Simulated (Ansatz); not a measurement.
# TiRh3: properties at the relaxed cell

An exercise on one series of results from a longer session: the logs are not shown, and one member is left open.

Program: Ansatz 0.2.0. Level of theory: DFT r2SCAN, scalar-relativistic, plane waves, PAW. These are calculated values, not measurements.

1 further run of the same task is left out (set aside as unsound or not needed).

## Starting point

Symmetry: Pm-3m, No. 221, cubic system. Conventional cell: a = 3.821 Å, b = 3.821 Å, c = 3.821 Å, α = 90.00°, β = 90.00°, γ = 90.00°. Around Ti (site symmetry m-3m) lie 12 Rh at 2.70 Å. Rh (site symmetry 4/mmm) has 4 Ti at 2.70 Å and 8 Rh at 2.70 Å in its first shell of neighbours.

Coordinates:

```cif
data_structure
_symmetry_space_group_name_H-M 'Pm-3m'
_symmetry_Int_Tables_number 221
_cell_length_a 3.8206
_cell_length_b 3.8206
_cell_length_c 3.8206
_cell_angle_alpha 90.000
_cell_angle_beta 90.000
_cell_angle_gamma 90.000
_cell_volume 55.77
loop_
_atom_site_label
_atom_site_type_symbol
_atom_site_symmetry_multiplicity
_atom_site_Wyckoff_symbol
_atom_site_fract_x
_atom_site_fract_y
_atom_site_fract_z
_atom_site_occupancy
Ti1 Ti 1 a 0.00000 0.00000 0.00000 1
Rh1 Rh 3 c 0.00000 0.50000 0.50000 1
```

This cell was relaxed beforehand with the same method: volume 13.94 Å³/atom, gap on the mesh none (metal).

The first run:

input.yaml

```yaml
crystal:
  lattice:
    - [3.8205530334, 0.0, 0.0]
    - [0.0, 3.8205530334, 0.0]
    - [0.0, 0.0, 3.8205530334]
  atoms:
    - { symbol: Ti, position: [0.0, 0.0, 0.0] }
    - { symbol: Rh, position: [0.0, 0.5, 0.5] }
    - { symbol: Rh, position: [0.5, 0.0, 0.5] }
    - { symbol: Rh, position: [0.5, 0.5, 0.0] }
basis:
  ecutwfc: 500
kpoints:
  mp_grid: { grid: [12, 12, 12] }
  band_path:
    path:
      - [[0.0, 0.0, 0.0], [0.0, 0.5, 0.0], [0.5, 0.5, 0.0], [0.0, 0.0, 0.0], [0.5, 0.5, 0.5], [0.0, 0.5, 0.0]]
      - [[0.5, 0.5, 0.5], [0.5, 0.5, 0.0]]
    npoints: 14
hamiltonian:
  xc: r2scan
scf:
  occupations: { method: gaussian, width: 0.1 }
  n_extra_bands: 10
output:
  forces: true
  stress: true
  eigenvalues: true
  populations: true
  dos: { projected: true, de: 0.02, nscf_kmesh: { grid: [18, 18, 18] } }
  bader: true
```

Command:

```console
$ ansatz run input.yaml --threads 1 --pin off --max-ram 2560MiB --backend cpu --events-out ev --progress --plain --runs-dir out
```

Steps of the session up to this table: Bands, states and charges; The cell as listed, for comparison; Volume × 0.97; The cell scaled to 1.03 of its volume; The cell scaled to 0.94 of its volume; Point at V/V0 = 1.06; Volume × 0.91; The cell scaled to 1.10 of its volume; Volume × 0.88.

One table of the session follows, with a row left open; its other results are not shown here.

It belongs to the step «Energy against volume». 

```
volume (Å³/atom)  energy above the lowest point (meV/atom)  pressure (GPa)
          12.269                                     200.8           43.50
          12.687                                     105.9           29.67
          13.105                                      44.2           18.03
          13.524                                      10.3            8.24
          13.942                                       0.0            0.00
          14.360                                       9.4           -6.93
          14.778                                         ?               ?
          15.336                                      91.4          -19.06
```

Q: Estimate the row for volume (Å³/atom) = 14.778 from the others.

Worked estimate for «energy above the lowest point (meV/atom)». A straight line through the neighbours (14.360, 9.4) and (15.336, 91.4) gives 9.4 + (91.4 − 9.4) × (14.778 − 14.360) / (15.336 − 14.360) = 44.5; a parabola fitted to 3 rows on both sides gives 34.2.

As computed: energy above the lowest point (meV/atom): 35.4; pressure (GPa): -12.74. In «energy above the lowest point (meV/atom)» the line misses by +9.1 and the parabola by -1.2.
